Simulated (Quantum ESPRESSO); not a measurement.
A run of Quantum ESPRESSO 7.5 is set up as follows.

File pw.in:

```
&CONTROL
  calculation = 'scf'
  prefix = 'pwscf'
  outdir = './tmp'
  pseudo_dir = './pseudo'
  tprnfor = .true.
  tstress = .true.
  disk_io = 'low'
/
&SYSTEM
  ibrav = 0
  nat = 1
  ntyp = 1
  ecutwfc = 45
  ecutrho = 360
  nbnd = 13
  occupations = 'smearing'
  smearing = 'mp'
  degauss = 0.01999163
/
&ELECTRONS
  conv_thr = 2d-10
  electron_maxstep = 120
  mixing_beta = 0.5
/
ATOMIC_SPECIES
Mo    95.9500 mo_lda_v1.uspp.F.UPF
CELL_PARAMETERS angstrom
  -1.5735000000    1.5735000000    1.5735000000
   1.5735000000   -1.5735000000    1.5735000000
   1.5735000000    1.5735000000   -1.5735000000
ATOMIC_POSITIONS crystal
Mo     0.0000000000    0.0000000000    0.0000000000
K_POINTS automatic
12 12 12 0 0 0
```

The input scf2.in:

```
&CONTROL
  calculation = 'scf'
  prefix = 'pwscf'
  outdir = './tmp'
  pseudo_dir = './pseudo'
  tprnfor = .true.
  tstress = .true.
  disk_io = 'low'
/
&SYSTEM
  ibrav = 0
  nat = 1
  ntyp = 1
  ecutwfc = 45
  ecutrho = 360
  nbnd = 13
  occupations = 'smearing'
  smearing = 'mp'
  degauss = 0.01999163
/
&ELECTRONS
  conv_thr = 1d-13
  electron_maxstep = 120
  mixing_beta = 0.5
  startingpot = 'file'
  startingwfc = 'file'
/
ATOMIC_SPECIES
Mo    95.9500 mo_lda_v1.uspp.F.UPF
CELL_PARAMETERS angstrom
  -1.5735000000    1.5735000000    1.5735000000
   1.5735000000   -1.5735000000    1.5735000000
   1.5735000000    1.5735000000   -1.5735000000
ATOMIC_POSITIONS crystal
Mo     0.0000000000    0.0000000000    0.0000000000
K_POINTS automatic
12 12 12 0 0 0
```

dense.in

```
&CONTROL
  calculation = 'scf'
  prefix = 'pwscf'
  outdir = './tmp'
  pseudo_dir = './pseudo'
  tprnfor = .true.
  tstress = .true.
  disk_io = 'low'
/
&SYSTEM
  ibrav = 0
  nat = 1
  ntyp = 1
  ecutwfc = 45
  ecutrho = 360
  nbnd = 13
  occupations = 'smearing'
  smearing = 'mp'
  degauss = 0.01999163
  la2F = .true.
/
&ELECTRONS
  conv_thr = 1d-12
  electron_maxstep = 120
  mixing_beta = 0.5
  startingpot = 'file'
/
ATOMIC_SPECIES
Mo    95.9500 mo_lda_v1.uspp.F.UPF
CELL_PARAMETERS angstrom
  -1.5735000000    1.5735000000    1.5735000000
   1.5735000000   -1.5735000000    1.5735000000
   1.5735000000    1.5735000000   -1.5735000000
ATOMIC_POSITIONS crystal
Mo     0.0000000000    0.0000000000    0.0000000000
K_POINTS automatic
36 36 36 0 0 0
```

The input scf3.in:

```
&CONTROL
  calculation = 'scf'
  prefix = 'pwscf'
  outdir = './tmp'
  pseudo_dir = './pseudo'
  tprnfor = .true.
  tstress = .true.
  disk_io = 'low'
/
&SYSTEM
  ibrav = 0
  nat = 1
  ntyp = 1
  ecutwfc = 45
  ecutrho = 360
  nbnd = 13
  occupations = 'smearing'
  smearing = 'mp'
  degauss = 0.01999163
/
&ELECTRONS
  conv_thr = 1d-12
  electron_maxstep = 120
  mixing_beta = 0.5
  startingpot = 'file'
/
ATOMIC_SPECIES
Mo    95.9500 mo_lda_v1.uspp.F.UPF
CELL_PARAMETERS angstrom
  -1.5735000000    1.5735000000    1.5735000000
   1.5735000000   -1.5735000000    1.5735000000
   1.5735000000    1.5735000000   -1.5735000000
ATOMIC_POSITIONS crystal
Mo     0.0000000000    0.0000000000    0.0000000000
K_POINTS automatic
12 12 12 0 0 0
```

Contents of ph.in:

```
phonon_bands of Mo
&INPUTPH
  prefix = 'pwscf'
  outdir = './tmp'
  tr2_ph = 1d-18
  fildyn = 'dyn'
  niter_ph = 90
  alpha_mix(1) = 0.4
  ldisp = .true.
  nq1 = 4
  nq2 = 4
  nq3 = 4
  electron_phonon = 'interpolated'
  el_ph_sigma = 0.005
  el_ph_nsigma = 10
  fildvscf = 'dvscf'
/
```

File q2r.in:

```
&INPUT
  fildyn = 'dyn'
  zasr = 'crystal'
  flfrc = 'fc'
  la2F = .true.
/
```

Contents of matdyn.in:

```
&INPUT
  asr = 'crystal'
  flfrc = 'fc'
  flfrq = 'freq'
  q_in_cryst_coord = .true.
  flvec = ' '
/
80
 0.0000000000  0.0000000000  0.0000000000
 0.0312500000 -0.0312500000  0.0312500000
 0.0625000000 -0.0625000000  0.0625000000
 0.0937500000 -0.0937500000  0.0937500000
 0.1250000000 -0.1250000000  0.1250000000
 0.1562500000 -0.1562500000  0.1562500000
 0.1875000000 -0.1875000000  0.1875000000
 0.2187500000 -0.2187500000  0.2187500000
 0.2500000000 -0.2500000000  0.2500000000
 0.2812500000 -0.2812500000  0.2812500000
 0.3125000000 -0.3125000000  0.3125000000
 0.3437500000 -0.3437500000  0.3437500000
 0.3750000000 -0.3750000000  0.3750000000
 0.4062500000 -0.4062500000  0.4062500000
 0.4375000000 -0.4375000000  0.4375000000
 0.4687500000 -0.4687500000  0.4687500000
 0.5000000000 -0.5000000000  0.5000000000
 0.4545454545 -0.4545454545  0.5000000000
 0.4090909091 -0.4090909091  0.5000000000
 0.3636363636 -0.3636363636  0.5000000000
 0.3181818182 -0.3181818182  0.5000000000
 0.2727272727 -0.2727272727  0.5000000000
 0.2272727273 -0.2272727273  0.5000000000
 0.1818181818 -0.1818181818  0.5000000000
 0.1363636364 -0.1363636364  0.5000000000
 0.0909090909 -0.0909090909  0.5000000000
 0.0454545455 -0.0454545455  0.5000000000
 0.0000000000  0.0000000000  0.5000000000
 0.0000000000  0.0000000000  0.4583333333
 0.0000000000  0.0000000000  0.4166666667
 0.0000000000  0.0000000000  0.3750000000
 0.0000000000  0.0000000000  0.3333333333
 0.0000000000  0.0000000000  0.2916666667
 0.0000000000  0.0000000000  0.2500000000
 0.0000000000  0.0000000000  0.2083333333
 0.0000000000  0.0000000000  0.1666666667
 0.0000000000  0.0000000000  0.1250000000
 0.0000000000  0.0000000000  0.0833333333
 0.0000000000  0.0000000000  0.0416666667
 0.0000000000  0.0000000000  0.0000000000
 0.0166666667  0.0166666667  0.0166666667
 0.0333333333  0.0333333333  0.0333333333
 0.0500000000  0.0500000000  0.0500000000
 0.0666666667  0.0666666667  0.0666666667
 0.0833333333  0.0833333333  0.0833333333
 0.1000000000  0.1000000000  0.1000000000
 0.1166666667  0.1166666667  0.1166666667
 0.1333333333  0.1333333333  0.1333333333
 0.1500000000  0.1500000000  0.1500000000
 0.1666666667  0.1666666667  0.1666666667
 0.1833333333  0.1833333333  0.1833333333
 0.2000000000  0.2000000000  0.2000000000
 0.2166666667  0.2166666667  0.2166666667
 0.2333333333  0.2333333333  0.2333333333
 0.2500000000  0.2500000000  0.2500000000
 0.2666666667  0.2000000000  0.2666666667
 0.2833333333  0.1500000000  0.2833333333
 0.3000000000  0.1000000000  0.3000000000
 0.3166666667  0.0500000000  0.3166666667
 0.3333333333  0.0000000000  0.3333333333
 0.3500000000 -0.0500000000  0.3500000000
 0.3666666667 -0.1000000000  0.3666666667
 0.3833333333 -0.1500000000  0.3833333333
 0.4000000000 -0.2000000000  0.4000000000
 0.4166666667 -0.2500000000  0.4166666667
 0.4333333333 -0.3000000000  0.4333333333
 0.4500000000 -0.3500000000  0.4500000000
 0.4666666667 -0.4000000000  0.4666666667
 0.4833333333 -0.4500000000  0.4833333333
 0.5000000000 -0.5000000000  0.5000000000
 0.2500000000  0.2500000000  0.2500000000
 0.2222222222  0.2222222222  0.2777777778
 0.1944444444  0.1944444444  0.3055555556
 0.1666666667  0.1666666667  0.3333333333
 0.1388888889  0.1388888889  0.3611111111
 0.1111111111  0.1111111111  0.3888888889
 0.0833333333  0.0833333333  0.4166666667
 0.0555555556  0.0555555556  0.4444444444
 0.0277777778  0.0277777778  0.4722222222
 0.0000000000  0.0000000000  0.5000000000
```

matdyn_dos.in

```
&INPUT
  asr = 'crystal'
  flfrc = 'fc'
  dos = .true.
  fldos = 'phdos'
  nk1 = 18
  nk2 = 18
  nk3 = 18
  deltaE = 1
  flvec = ' '
  flfrq = ' '
/
```

Contents of matdyn_a2f.in:

```
&INPUT
  asr = 'crystal'
  flfrc = 'fc'
  la2F = .true.
  dos = .true.
  fldos = 'dos2'
  nk1 = 14
  nk2 = 14
  nk3 = 14
  ndos = 60
  el_ph_nsigma = 10
  flfrq = 'dosfreq2'
  flvec = ' '
/
```

Contents of matdyn_mesh.in:

```
&INPUT
  asr = 'crystal'
  flfrc = 'fc'
  flfrq = 'mesh'
  q_in_cryst_coord = .true.
  flvec = ' '
/
1000
 0.05000000  0.05000000  0.05000000
 0.05000000  0.05000000  0.15000000
 0.05000000  0.05000000  0.25000000
[... 997 further points of the even 10 x 10 x 10 mesh, shifted by half a step ...]
```

Potentials or basis: GBRV 1.5 LDA.

Run with:

```bash
$ OMP_NUM_THREADS=1 mpirun -n 4 pw.x -nk 4 -in pw.in > pw.out
$ OMP_NUM_THREADS=1 mpirun -n 4 pw.x -nk 4 -in scf2.in > scf2.out
$ OMP_NUM_THREADS=1 mpirun -n 4 pw.x -nk 4 -in dense.in > dense.out
$ OMP_NUM_THREADS=1 mpirun -n 4 pw.x -nk 4 -in scf3.in > scf3.out
$ OMP_NUM_THREADS=1 mpirun -n 4 ph.x -nk 4 -in ph.in > ph.out
$ OMP_NUM_THREADS=1 mpirun -n 1 q2r.x -in q2r.in > q2r.out
$ OMP_NUM_THREADS=1 mpirun -n 1 matdyn.x -in matdyn.in > matdyn.out
$ OMP_NUM_THREADS=1 mpirun -n 1 matdyn.x -in matdyn_dos.in > matdyn_dos.out
$ OMP_NUM_THREADS=1 mpirun -n 1 matdyn.x -in matdyn_a2f.in > matdyn_a2f.out
$ OMP_NUM_THREADS=1 mpirun -n 1 matdyn.x -in matdyn_mesh.in > matdyn_mesh.out
```

**Question.** Estimate the highest phonon frequency.

**Answer.** 261 cm⁻¹.

**Question.** Estimate the zero-point energy.

**Answer.** 0.035 eV/atom.

**Question.** Predict the band gap on the k mesh.

**Answer.** None (metal or under the smearing width).

**Question.** Predict the pressure.

**Answer.** -10.0 GPa.

Phonon frequencies at the corners of the path (cm⁻¹, interpolated; i marks imaginary ones):
| point | frequencies |
| --- | --- |
| Γ | 0 0 0 |
| H | 191 191 191 |
| N | 152 203 261 |
| P | 209 209 209 |

Caveat: λ from interpolated matrix elements is rough: modes that symmetry makes equal can differ by tens of percent.
